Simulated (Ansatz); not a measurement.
Crystal: LaSb.

```xyz
2
Lattice="0.0000 3.2450 3.2450 3.2450 0.0000 3.2450 3.2450 3.2450 0.0000" Properties=species:S:1:pos:R:3 pbc="T T T"
La    0.0000    0.0000    0.0000
Sb    3.2450    3.2450    3.2450
```

```yaml
Program: Ansatz 0.2.0
Task: relaxation of cell and atoms
Functional: revPBE
Potentials_or_basis: all-electron LAPW, scalar-relativistic
Basis_error_allowed: 0.001 eV/atom
k_mesh: 7 × 7 × 7
Occupations: fermi-dirac, width 0.05 eV
Spin: no spin polarisation
```

At the start: volume 34.17 Å³/atom.

**Question.** Where does the relaxation end?

**Answer.** Over 5 steps the energy falls by 13.1 meV/atom and the volume is 35.85 Å³/atom (+4.9 %); space group Fm-3m (No. 225, to 0.05 Å).

Step by step:
```
step  energy change (eV)  largest force (eV/Å)  volume (Å³)
   1              0.0000                0.0000        68.34
   2             -0.0172                0.0000        73.82
   3             -0.0262                0.0000        71.86
   4             -0.0262                0.0000        71.70
   5             -0.0262                0.0000        71.70
```

Final structure:
```
CELL_PARAMETERS angstrom
0.00000 3.29731 3.29731
3.29731 0.00000 3.29731
3.29731 3.29731 0.00000
ATOMIC_POSITIONS crystal
La 0.00000 0.00000 0.00000
Sb 0.50000 0.50000 0.50000
```
